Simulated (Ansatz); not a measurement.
**CH6OSi2: how energies converge with the basis set**

The task here is to estimate one member of a computed series from the others.

Computed with Ansatz 0.2.0, Gaussian basis. Level: one geometry, several basis sets.

The runs, in order: PBE0-D4/def2-SVP; ωB97M-V/def2-SVP; PBE0-D4/def2-QZVPP; ωB97M-V/def2-QZVPP; the functionals' def2-TZVPP values are taken from earlier runs.

**The relaxed structure**

The geometry comes from an earlier relaxation with PBE0-D4 in a triple-zeta def2 set; it is a stationary point, not always the lowest conformer.

10 atoms, charge 0, spin multiplicity 1.

Atoms are counted from 1 here; the program's logs count them from 0.

Bond lengths: C1–O2 1.445 Å, C1–Si4 1.927 Å, C1–H5 1.094 Å, C1–H6 1.094 Å, O2–Si3 1.673 Å, Si3–Si4 2.323 Å, Si3–H7 1.489 Å, Si3–H8 1.489 Å, Si4–H9 1.488 Å, Si4–H10 1.488 Å. Angles: O2–C1–Si4 101.1°, O2–C1–H5 109.5°, O2–C1–H6 109.5°, Si4–C1–H5 114.2°, Si4–C1–H6 114.2°, H5–C1–H6 108.0°, C1–O2–Si3 106.9°, O2–Si3–Si4 80.2°, O2–Si3–H7 112.3°, O2–Si3–H8 112.3°, Si4–Si3–H7 120.8°, Si4–Si3–H8 120.8°, H7–Si3–H8 107.4°, C1–Si4–Si3 71.7°, C1–Si4–H9 115.1°, C1–Si4–H10 115.1°, Si3–Si4–H9 120.7°, Si3–Si4–H10 120.7° and more.

As a file:

```
atom    x (Å)    y (Å)    z (Å)
  C1  -0.7925   0.7064  -0.6357
  O2  -0.7911  -0.7063  -0.9412
 Si3   0.3617  -1.4166   0.0418
 Si4   0.5679   0.7933   0.7270
  H5  -0.5582   1.2762  -1.5396
  H6  -1.7880   1.0058  -0.2950
  H7   1.4440  -2.0756  -0.7405
  H8  -0.2227  -2.4437   0.9479
  H9   0.0904   1.2191   2.0701
 H10   1.7716   1.5904   0.3681
```

Set-up of the first run:

in.yaml reads:

```yaml
crystal:
  periodic: [false, false, false]
  atoms:
    - {symbol: C, position_ang: [-0.792505, 0.706380, -0.635658]}
    - {symbol: O, position_ang: [-0.791142, -0.706253, -0.941190]}
    - {symbol: Si, position_ang: [0.361715, -1.416636, 0.041768]}
    - {symbol: Si, position_ang: [0.567906, 0.793318, 0.727050]}
    - {symbol: H, position_ang: [-0.558225, 1.276212, -1.539582]}
    - {symbol: H, position_ang: [-1.787961, 1.005781, -0.294954]}
    - {symbol: H, position_ang: [1.444037, -2.075611, -0.740450]}
    - {symbol: H, position_ang: [-0.222688, -2.443747, 0.947856]}
    - {symbol: H, position_ang: [0.090363, 1.219078, 2.070086]}
    - {symbol: H, position_ang: [1.771602, 1.590379, 0.368074]}
basis:
  gaussian: {orbitals: def2-SVP}
hamiltonian: {xc: pbe0, dispersion: d4}
output: {orbitals: {seedname: orbitals}}
```

Command:

```sh
$ ansatz run in.yaml --threads 2 --pin off --events-out ev --progress --plain --max-ram 4352MiB
```

Among the steps run: PBE0-D4 in def2-SVP; ωB97M-V in def2-SVP; PBE0-D4 in def2-QZVPP; ωB97M-V in def2-QZVPP.

One of the session's tables, all rows but one given; the rest of the session is left out.

It belongs to the step «Functionals by basis». 

| functional | basis | HOMO (eV) | LUMO (eV) |
| --- | --- | --- | --- |
| PBE0-D4 | def2-SVP | -7.76 | -0.10 |
| PBE0-D4 | def2-TZVPP | -7.72 | -0.41 |
| PBE0-D4 | def2-QZVPP | ? | ? |
| ωB97M-V | def2-SVP | -9.77 | 1.79 |
| ωB97M-V | def2-TZVPP | -9.76 | 1.28 |
| ωB97M-V | def2-QZVPP | -9.77 | 0.98 |

**Question.** Estimate the row for PBE0-D4, def2-QZVPP.

As computed: HOMO (eV): -7.72; LUMO (eV): -0.51.
